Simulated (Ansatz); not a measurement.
# BH8NSi2: basis-set convergence

The task here is to estimate one member of a computed series from the others.

Method: one geometry, several basis sets; program: Ansatz 0.2.0, Gaussian basis.

Plan: PBE0-D4/def2-SVP; ωB97M-V/def2-SVP; PBE0-D4/def2-QZVPP; ωB97M-V/def2-QZVPP; the functionals' def2-TZVPP values are taken from earlier runs.

**Structure used throughout**

The geometry comes from an earlier relaxation with PBE0-D4 in a triple-zeta def2 set; it is a stationary point, not always the lowest conformer.

SMILES `BN[SiH2][SiH3]`, 12 atoms, charge 0, spin multiplicity 1.

Atoms are counted from 1 here; the program's logs count them from 0.

Bond lengths: B1–N2 1.399 Å, B1–H5 1.198 Å, B1–H6 1.198 Å, N2–Si3 1.751 Å, N2–H7 1.011 Å, Si3–Si4 2.344 Å, Si3–H8 1.490 Å, Si3–H9 1.483 Å, Si4–H10 1.488 Å, Si4–H11 1.490 Å, Si4–H12 1.488 Å. Angles: N2–B1–H5 119.0°, N2–B1–H6 119.6°, H5–B1–H6 121.5°, B1–N2–Si3 126.8°, B1–N2–H7 116.7°, Si3–N2–H7 116.5°, N2–Si3–Si4 111.0°, N2–Si3–H8 109.6°, N2–Si3–H9 107.1°, Si4–Si3–H8 108.8°, Si4–Si3–H9 111.1°, H8–Si3–H9 109.2°, Si3–Si4–H10 110.6°, Si3–Si4–H11 109.9°, Si3–Si4–H12 110.5°, H10–Si4–H11 108.4°, H10–Si4–H12 109.0°, H11–Si4–H12 108.5°.

The first run:

in.yaml reads:

```yaml
crystal:
  periodic: [false, false, false]
  atoms:
    - {symbol: B, position_ang: [-0.295418, 2.312926, 0.345853]}
    - {symbol: N, position_ang: [-0.357212, 0.981918, 0.771374]}
    - {symbol: Si, position_ang: [-0.792174, -0.410770, -0.196796]}
    - {symbol: Si, position_ang: [1.029502, -1.866013, -0.439380]}
    - {symbol: H, position_ang: [-0.582441, 2.573629, -0.787603]}
    - {symbol: H, position_ang: [0.042069, 3.164843, 1.117474]}
    - {symbol: H, position_ang: [-0.102298, 0.800614, 1.733023]}
    - {symbol: H, position_ang: [-1.910214, -1.146363, 0.459138]}
    - {symbol: H, position_ang: [-1.247838, 0.097614, -1.513680]}
    - {symbol: H, position_ang: [2.137297, -1.199639, -1.175472]}
    - {symbol: H, position_ang: [1.533593, -2.273751, 0.901795]}
    - {symbol: H, position_ang: [0.622136, -3.090107, -1.181726]}
basis:
  gaussian: {orbitals: def2-SVP}
hamiltonian: {xc: pbe0, dispersion: d4}
output: {orbitals: {seedname: orbitals}}
```

Launch:

```console
> ansatz run in.yaml --threads 4 --pin off --events-out ev --progress --plain --max-ram 10444MiB
```

Steps of the session up to this table: PBE0-D4 in def2-SVP; ωB97M-V in def2-SVP; PBE0-D4 in def2-QZVPP; ωB97M-V in def2-QZVPP.

One table of the session follows, with a row left open; its other results are not shown here.

It belongs to the step «Density functionals: the series». 

| functional | basis | HOMO (eV) | LUMO (eV) |
| --- | --- | --- | --- |
| PBE0-D4 | def2-SVP | -7.85 | -0.11 |
| PBE0-D4 | def2-TZVPP | -7.85 | -0.37 |
| PBE0-D4 | def2-QZVPP | -7.86 | -0.43 |
| ωB97M-V | def2-SVP | ? | ? |
| ωB97M-V | def2-TZVPP | -9.93 | 1.39 |
| ωB97M-V | def2-QZVPP | -9.93 | 1.15 |

**Question.** Estimate the row for ωB97M-V, def2-SVP.

As computed: HOMO (eV): -9.89; LUMO (eV): 1.84. In the column «HOMO (eV)» it lies between ωB97M-V, def2-QZVPP (-9.93) and PBE0-D4, def2-QZVPP (-7.86).
